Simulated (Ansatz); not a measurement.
# MnBr2: a single-point run

Wanted: a converged single-point run for MnBr2, and a check of what comes out. The structure is shown as the input types it.

The COD entry's cell or inner coordinates are ideal or old and differ from later refinements, so a difference from it is no clean test against experiment.

Method: DFT, r2SCAN, PAW with Ansatz's default frozen-core files, scalar-relativistic, in Ansatz 0.2.0.

1 further run of the same task is left out (it didn't finish).

### 1 The structure to begin with

The structure is trigonal, space group P-3m1 (No. 164). The conventional cell has a = 3.820 Å, b = 3.820 Å, c = 6.190 Å, α = 90.00°, β = 90.00°, γ = 120.00°. Mn (site symmetry -3m) has 6 Br at 2.69 Å as nearest neighbours. Br (site symmetry 3m) is surrounded by 3 Mn at 2.69 Å.

Coordinates:

```
CELL_PARAMETERS angstrom
3.82000 0.00000 0.00000
-1.91000 3.30822 0.00000
0.00000 0.00000 6.19000
ATOMIC_POSITIONS crystal
Mn 0.00000 0.00000 0.00000
Br 0.33333 0.66667 0.25000
Br 0.66667 0.33333 0.75000
```

### 2 Running it

input.yaml reads:

```yaml
crystal:
  lattice:
    - [3.82, 0.0, 0.0]
    - [-1.91, 3.3082170425, 0.0]
    - [0.0, 0.0, 6.19]
  atoms:
    - { symbol: Mn, position: [0.0, 0.0, 0.0], spin: 4.0 }
    - { symbol: Br, position: [0.3333333333, 0.6666666667, 0.25] }
    - { symbol: Br, position: [0.6666666667, 0.3333333333, 0.75] }
magnetization:
  spin_polarized: true
kpoints:
  mp_grid: { grid: [8, 8, 4] }
scf:
  occupations: { method: fermi_dirac, width: 0.03 }
  max_iter: 60
hamiltonian:
  xc: r2scan
  pseudopotentials: { kind: paw }
output:
  forces: true
  stress: true
  eigenvalues: true
  populations: true
basis:
  ecutrho_ratio: 2
```

Started as:

```sh
$ ansatz run input.yaml --threads 2 --pin off --max-ram 6144MiB --backend cpu --events-out ev --progress --plain --runs-dir out
```

Q: Will this input give a usable result? If not, why, and what should change?

This run ends as converged, with warnings (cutoff below recommended, stability check not made). Its log warns: «basis.ecutrho_ratio = 2 (ecutrho = 1000 eV) is below the records' recommended 2000 eV»

In the input, basis.ecutrho_ratio is 2. The risk: density grid too coarse. It still converged here, which does not make the setting sound.

To check: delete basis.ecutrho_ratio (the default then holds).
